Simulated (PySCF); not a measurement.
# Tl²⁺: excitation energies in x2c-TZVPPall

Each state of thallium is computed at each level; their differences give the excitation energy. How far do the methods differ?

Method: unrestricted determinants in a Gaussian basis, no spin-orbit coupling in the energies. Code: PySCF 2.14.0.

## (1) What is computed

* Element: thallium (Z = 81)
* Basis: x2c-TZVPPall
* Hamiltonian: the spin-free X2C one-electron Hamiltonian (Gaussian nucleus)
* State 1: Tl²⁺: [Xe] 4f14 5d9 6s1 6p1, one real determinant (an excited configuration)
* State 2: Tl²⁺: [Xe] 4f14 5d10 6p1, 2P determinant (an excited configuration)
* Needed too, but not shown: Tl²⁺ [Xe] 4f14 5d10 6s1 (2S)
* Methods: CCSD(T)
* Core shells frozen in the correlated runs: valence and next inner shell: [Kr] 4d10 4f14 (for Tl²⁺)

The outer shells:

Tl2+ [Xe] 4f14 5d9 6s1 6p1
```
[Xe] core
4f [↑↓][↑↓][↑↓][↑↓][↑↓][↑↓][↑↓]
5d [↑↓][↑↓][↑↓][↑↓][↑ ]
6s [↑ ]
6p [↑ ][  ][  ]
```

Tl2+ [Xe] 4f14 5d10 6p1
```
[Xe] core
4f [↑↓][↑↓][↑↓][↑↓][↑↓][↑↓][↑↓]
5d [↑↓][↑↓][↑↓][↑↓][↑↓]
6p [↑ ][  ][  ]
```

One driver process ran all states and methods and kept the integrals in memory. Each run is shown as a PySCF script that sums up its settings (the driver passes frozen orbitals as a list and adds second-order terms of double hybrids); the logs are those of the runs themselves. The driver starts from symmetry-adapted Hartree-Fock orbitals, holds the occupation by maximum overlap and uses a logarithmic radial grid for functionals, so a plain start would take other cycles.

The integrals over 83 functions and the set-up took 6.2 s of CPU time.

## (2) Tl²⁺ [Xe] 4f14 5d9 6s1 6p1: CCSD(T) (valence and next inner shell)

CCSD(T) (valence and next inner shell):

input.py

```python
from pyscf import gto, scf, dft, mp, cc
import basis_set_exchange as bse
mol = gto.M(atom="Tl 0 0 0", charge=2, spin=3, symmetry="D2h",
            basis=gto.basis.parse(bse.get_basis("x2c-TZVPPall", elements=["Tl"], fmt="nwchem")),
            nucmod="G")
mf = scf.UHF(mol).sfx2c1e()
mf.irrep_nelec = {'Ag': (12, 10), 'B1g': (3, 3), 'B2g': (3, 3), 'B3g': (3, 3), 'Au': (1, 1), 'B1u': (7, 6), 'B2u': (6, 6), 'B3u': (6, 6)}
mf.kernel()
mycc = cc.CCSD(mf, frozen=30).run()
mycc.ccsd_t()
```

## (3) Tl²⁺ [Xe] 4f14 5d10 6p1: CCSD(T) (valence and next inner shell)

CCSD(T) (valence and next inner shell):

input.py

```python
from pyscf import gto, scf, dft, mp, cc
import basis_set_exchange as bse
mol = gto.M(atom="Tl 0 0 0", charge=2, spin=1, symmetry="D2h",
            basis=gto.basis.parse(bse.get_basis("x2c-TZVPPall", elements=["Tl"], fmt="nwchem")),
            nucmod="G")
mf = scf.UHF(mol).sfx2c1e()
mf.irrep_nelec = {'Ag': (11, 11), 'B1g': (3, 3), 'B2g': (3, 3), 'B3g': (3, 3), 'Au': (1, 1), 'B1u': (6, 6), 'B2u': (7, 6), 'B3u': (6, 6)}
mf.kernel()
mycc = cc.CCSD(mf, frozen=30).run()
mycc.ccsd_t()
```

Q: Predict the outcome of this session.

**Answer**, as computed:

| quantity | value |
| --- | --- |
| excitation energy, Tl²⁺ → [Xe] 4f14 5d9 6s1 6p1 | UHF 16.089, CCSD(T) (valence and next inner shell) 16.935 eV |
| excitation energy, Tl²⁺ → [Xe] 4f14 5d10 6p1 | UHF 8.774, CCSD(T) (valence and next inner shell) 9.237 eV |

Each level's miss (mean over 2 differences):

```
                                method  mean absolute miss against CCSD(T) (valence and next inner shell) (eV)
                                   UHF                                                                   0.655
    MP2 (valence and next inner shell)                                                                   0.223
SCS-MP2 (valence and next inner shell)                                                                   0.167
   CCSD (valence and next inner shell)                                                                   0.006
CCSD(T) (valence and next inner shell)                                                                   0.000
```

**Reading.** For the first difference the methods span 1.136 eV, from UHF (16.089) to MP2 (valence and next inner shell) (17.225). No reference value is at hand in this session. All values hold for this basis alone; no basis-set limit was taken.
